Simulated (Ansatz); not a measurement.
# CH₆AlFSi: basis-set convergence

The task here is to estimate one member of a computed series from the others.

Computed with Ansatz 0.2.0, Gaussian basis. Level: one geometry, several basis sets.

The runs, in order: PBE0-D4/def2-SVP; ωB97M-V/def2-SVP; PBE0-D4/def2-QZVPP; ωB97M-V/def2-QZVPP; the functionals' def2-TZVPP values are taken from earlier runs.

## The relaxed structure

An earlier PBE0-D4 in a triple-zeta def2 set relaxation fixed the geometry.

SMILES `C[SiH2][AlH][F]`, 10 atoms, charge 0, spin multiplicity 1.

Atoms are counted from 1 here; the program's logs count them from 0.

Bond lengths: C1–Si2 1.882 Å, C1–H5 1.092 Å, C1–H6 1.092 Å, C1–H7 1.092 Å, Si2–Al3 2.453 Å, Si2–H8 1.493 Å, Si2–H9 1.493 Å, Al3–F4 1.655 Å, Al3–H10 1.586 Å. Angles: Si2–C1–H5 110.6°, Si2–C1–H6 111.0°, Si2–C1–H7 111.0°, H5–C1–H6 108.1°, H5–C1–H7 108.1°, H6–C1–H7 107.9°, C1–Si2–Al3 113.1°, C1–Si2–H8 109.7°, C1–Si2–H9 109.6°, Al3–Si2–H8 109.0°, Al3–Si2–H9 108.9°, H8–Si2–H9 106.3°, Si2–Al3–F4 117.3°, Si2–Al3–H10 127.4°, F4–Al3–H10 115.3°.

Coordinates:

```
C     0.20930    1.52208   -0.54967
Si   -0.48730    0.18571    0.57806
Al    0.32047   -2.06187    0.01849
F    -0.27132   -3.32443    0.91008
H    -0.17100    2.50488   -0.26281
H    -0.06992    1.34084   -1.58990
H     1.29976    1.55110   -0.49534
H    -1.97874    0.19797    0.50959
H    -0.12916    0.49038    1.99555
H     1.36113   -2.45785   -1.11104
```

The first run:

Input file in.yaml:

```yaml
crystal:
  periodic: [false, false, false]
  atoms:
    - {symbol: C, position_ang: [0.209297, 1.522079, -0.549673]}
    - {symbol: Si, position_ang: [-0.487299, 0.185710, 0.578060]}
    - {symbol: Al, position_ang: [0.320467, -2.061867, 0.018486]}
    - {symbol: F, position_ang: [-0.271321, -3.324426, 0.910083]}
    - {symbol: H, position_ang: [-0.171004, 2.504877, -0.262813]}
    - {symbol: H, position_ang: [-0.069924, 1.340836, -1.589900]}
    - {symbol: H, position_ang: [1.299761, 1.551099, -0.495344]}
    - {symbol: H, position_ang: [-1.978743, 0.197971, 0.509594]}
    - {symbol: H, position_ang: [-0.129160, 0.490375, 1.995546]}
    - {symbol: H, position_ang: [1.361127, -2.457853, -1.111041]}
basis:
  gaussian: {orbitals: def2-SVP}
hamiltonian: {xc: pbe0, dispersion: d4}
output: {orbitals: {seedname: orbitals}}
```

On the command line:

```console
$ ansatz run in.yaml --threads 2 --pin off --events-out ev --progress --plain --max-ram 4352MiB
```

Steps of the session up to this table: PBE0-D4 in def2-SVP; ωB97M-V in def2-SVP; PBE0-D4 in def2-QZVPP; ωB97M-V in def2-QZVPP.

One table of the session follows, with a row left open; its other results are not shown here.

It belongs to the step «Density functionals: the series». 

| functional | basis | HOMO (eV) | LUMO (eV) |
| --- | --- | --- | --- |
| PBE0-D4 | def2-SVP | -7.52 | -1.55 |
| PBE0-D4 | def2-TZVPP | -7.52 | -1.67 |
| PBE0-D4 | def2-QZVPP | ? | ? |
| ωB97M-V | def2-SVP | -9.48 | 0.18 |
| ωB97M-V | def2-TZVPP | -9.52 | -0.02 |
| ωB97M-V | def2-QZVPP | -9.53 | -0.16 |

**Question.** Estimate the row for PBE0-D4, def2-QZVPP.

As computed: HOMO (eV): -7.53; LUMO (eV): -1.70. In the column «HOMO (eV)» it lies between ωB97M-V, def2-SVP (-9.48) and PBE0-D4, def2-SVP (-7.52).
